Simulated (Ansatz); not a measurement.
# AlF2H7N2: the cost of one run

Program: Ansatz 0.2.0. Level of theory: UHF/STO-3G. These are calculated values, not measurements.

## 1. The starting structure

Bond lengths: Al1–N3 1.765 Å, Al1–N4 1.774 Å, Al1–F6 2.112 Å, N3–H9 1.009 Å, N3–H10 1.008 Å, N4–H11 1.008 Å, N4–H12 1.010 Å. Angles: Al1–N3–H9 127.1°, Al1–N3–H10 124.3°, H9–N3–H10 108.5°, N3–Al1–N4 127.2°, N3–Al1–F6 101.9°, N4–Al1–F6 111.5°, Al1–N4–H11 121.3°, Al1–N4–H12 130.3°, H11–N4–H12 107.7°.

As a file:

```xyz
12

Al   -0.1970   -0.0461   -0.1665
H     1.0492   -1.6136   -0.1726
N    -1.6236   -0.5797   -1.0576
N     0.8082    1.3770   -0.5013
H     0.2898   -0.0726    1.9031
F    -0.9019   -0.0452    1.8244
H     1.2346   -1.0140    0.5804
F     1.4090   -0.3209    1.5593
H    -2.3280   -1.2322   -0.7461
H    -1.8765   -0.2498   -1.9761
H     0.6838    1.9199   -1.3419
H     1.4524    1.8773    0.0947
```

## 2. Run 1

150 steps of 0.5 fs at constant energy, with velocities drawn for 300 K.

input.yaml

```yaml
crystal:
  periodic: [false, false, false]
  atoms:
    - { symbol: Al, position_ang: [-0.197, -0.0461, -0.1665] }
    - { symbol: H, position_ang: [1.0492, -1.6136, -0.1726] }
    - { symbol: "N", position_ang: [-1.6236, -0.5797, -1.0576] }
    - { symbol: "N", position_ang: [0.8082, 1.377, -0.5013] }
    - { symbol: H, position_ang: [0.2898, -0.0726, 1.9031] }
    - { symbol: F, position_ang: [-0.9019, -0.0452, 1.8244] }
    - { symbol: H, position_ang: [1.2346, -1.014, 0.5804] }
    - { symbol: F, position_ang: [1.409, -0.3209, 1.5593] }
    - { symbol: H, position_ang: [-2.328, -1.2322, -0.7461] }
    - { symbol: H, position_ang: [-1.8765, -0.2498, -1.9761] }
    - { symbol: H, position_ang: [0.6838, 1.9199, -1.3419] }
    - { symbol: H, position_ang: [1.4524, 1.8773, 0.0947] }
magnetization:
  spin_polarized: true
basis:
  gaussian: { orbitals: STO-3G }
hamiltonian:
  xc: hf
md:
  timestep: 0.5
  n_steps: 150
  ensemble: nve
  temperature: 300.0
  initial_velocities: maxwell_boltzmann
  seed: 966299
```

Launch:

```sh
$ ansatz run input.yaml --threads 1 --pin off --max-ram 2048MiB --backend cpu --events-out ev --progress --plain --runs-dir out
```

What time and memory should one allow on 1 thread of Intel Xeon at 2.50GHz (Skylake/Cascade Lake), shared host?

About 7 min, with a peak of 0.11 GiB.
